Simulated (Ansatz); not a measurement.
# ZrSnTe: further runs on the relaxed cell

One table from this session's results is given with a row withheld; the runs are named, their logs left out.

Method: DFT PBEsol, scalar-relativistic, plane waves, PAW, in Ansatz 0.2.0.

2 further runs of the same task are left out: 2 set aside as unsound or not needed. Runs told in other sessions of the task aren't counted.

## The starting structure

The structure is tetragonal, space group P4/nmm (No. 129). The conventional cell has a = 4.042 Å, b = 4.042 Å, c = 8.684 Å, α = 90.00°, β = 90.00°, γ = 90.00°. Zr (site symmetry 4mm) is surrounded by 5 Te at 3.03 to 3.07 Å and 4 Sn at 3.06 Å. Sn (site symmetry -4m2) is surrounded by 4 Sn at 2.86 Å and 4 Zr at 3.06 Å. Te (site symmetry 4mm) is surrounded by 5 Zr at 3.03 to 3.07 Å.

Structure file:

```
CELL_PARAMETERS angstrom
4.04185 0.00000 0.00000
0.00000 4.04185 0.00000
0.00000 0.00000 8.68420
ATOMIC_POSITIONS crystal
Zr 0.50000 0.00000 0.26458
Zr 0.00000 0.50000 0.73542
Sn 0.00000 0.00000 0.00000
Sn 0.50000 0.50000 0.00000
Te 0.50000 0.00000 0.61829
Te 0.00000 0.50000 0.38171
```

It goes back to an entry of the Materials Project, which need not be the stable form.

It is the result of an earlier relaxation at this level (volume 23.64 Å³/atom; gap on the mesh: none (metal)).

The first run:

input.yaml reads:

```yaml
crystal:
  lattice:
    - [4.0010203491, 0.0, 0.0]
    - [0.0, 4.0010203491, 0.0]
    - [0.0, 0.0, 8.596475016]
  atoms:
    - { symbol: Zr, position: [0.5, 0.0, 0.2645754299] }
    - { symbol: Zr, position: [0.0, 0.5, 0.7354245701] }
    - { symbol: Sn, position: [0.0, 0.0, 0.0] }
    - { symbol: Sn, position: [0.5, 0.5, 0.0] }
    - { symbol: Te, position: [0.5, 0.0, 0.6182875588] }
    - { symbol: Te, position: [0.0, 0.5, 0.3817124412] }
basis:
  ecutwfc: 420
kpoints:
  mp_grid: { grid: [10, 10, 4] }
hamiltonian:
  xc: pbesol
scf:
  occupations: { method: gaussian, width: 0.1 }
output:
  forces: true
  stress: true
  eigenvalues: true
relax:
  adjacent_minimum: "off"
  f_tol: 0.01
  max_steps: 30
  cell: { stress_tol: 0.1, fix: [volume] }
```

Started as:

```bash
$ ansatz run input.yaml --threads 2 --pin off --max-ram 5120MiB --backend cpu --events-out ev --progress --plain --runs-dir out
```

Steps of the session up to this table: Point at V/V0 = 0.97; Point at V/V0 = 1.03; Point at V/V0 = 0.94; Point at V/V0 = 1.06; The cell scaled to 0.91 of its volume; The cell scaled to 1.10 of its volume; Point at V/V0 = 0.88.

One table of the session follows, with a row left open; its other results are not shown here.

It belongs to the step «Fit of the equation of state». 

| volume (Å³/atom) | energy above the lowest point (meV/atom) | pressure (GPa) |
| --- | --- | --- |
| 20.808 | 125.5 | 15.94 |
| 21.517 | ? | ? |
| 22.226 | 27.8 | 6.66 |
| 22.936 | 6.6 | 3.06 |
| 23.645 | 0.0 | 0.01 |
| 24.354 | 5.9 | -2.56 |
| 25.064 | 22.3 | -4.74 |
| 26.009 | 57.6 | -7.12 |

**Question.** Estimate the row for volume (Å³/atom) = 21.517.

Worked estimate for «energy above the lowest point (meV/atom)». A straight line through the neighbours (20.808, 125.5) and (22.226, 27.8) gives 125.5 + (27.8 − 125.5) × (21.517 − 20.808) / (22.226 − 20.808) = 76.6; a parabola fitted to 3 rows on both sides gives 67.4.

As computed: energy above the lowest point (meV/atom): 66.4; pressure (GPa): 10.91. In «energy above the lowest point (meV/atom)» the line misses by +10.2 and the parabola by +1.0.
